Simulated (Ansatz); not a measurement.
NiMoIrPdW:

```xyz
5
Lattice="2.3446 -1.4314 0.0091 2.3446 1.4314 0.0091 -2.2060 0.0000 10.9237" Properties=species:S:1:pos:R:3 pbc="T T T"
Ni    1.6857    0.0000    3.2343
Mo   -0.5221    0.0000    9.9690
Pd    0.0775    0.0000    5.3638
Ir    3.2778    0.0000    1.1936
W     1.6891    0.0000    7.5942
```

The cell was built by a generator and needn't be a form met in nature.

| Quantity | Value |
| --- | --- |
| Program | Ansatz 0.2.0 |
| Task | relaxation of cell and atoms |
| Functional | r2SCAN |
| Dispersion | D4 |
| Potentials or basis | Ansatz PAW |
| Cutoff | 500 eV (not typed: the program's choice for these potentials) |
| k mesh | 8 × 8 × 2 |
| Occupations | fermi-dirac, width 0.05 eV |
| Spin | collinear spin, ferromagnetic start |
| Starting moments | [1.0, 1.0, 0.0, 0.6, 0.0] μB |

At the start: volume 14.68 Å³/atom.

Question: How do energy, volume and symmetry change on relaxing?

Answer: It ends after 5 steps and the volume is 14.26 Å³/atom (-2.8 %); space group Cm (No. 8, to 0.05 Å); moment 0.00 μB per cell.

The path:
| step | energy change (eV) | largest force (eV/Å) | volume (Å³) |
| --- | --- | --- | --- |
| 1 | 0.0000 | 0.1418 | 73.38 |
| 2 | -0.0502 | 0.0875 | 71.49 |
| 3 | -0.0518 | 0.0099 | 71.27 |
| 4 | -0.0518 | 0.0030 | 71.29 |
| 5 | -0.0500 | 0.0030 | 71.29 |

Final structure:
```yaml
crystal:
  lattice:
    - [2.32641, -1.41400, 0.01302]
    - [2.32641, 1.41400, 0.01302]
    - [-2.17004, 0.00000, 10.82434]
  atoms:
    - { symbol: Ni, position: [0.49754, 0.49754, 0.29527] }
    - { symbol: Mo, position: [0.32037, 0.32037, 0.91244] }
    - { symbol: Pd, position: [0.24512, 0.24512, 0.48950] }
    - { symbol: Ir, position: [0.75181, 0.75181, 0.10972] }
    - { symbol: W, position: [0.68513, 0.68513, 0.69308] }
```

Caveat: the magnetic or orbital state may not be the lowest; the plane-wave basis is chosen anew once the cell has moved, so the energies of steps on either side of that aren't comparable; pairwise dispersion overbinds metals, which lowers pressure and volume; the PAW data sets come from PBE, with cores solved anew for the run's functional, which leaves a small shift of forces and pressure; the starting moments weren't kept.
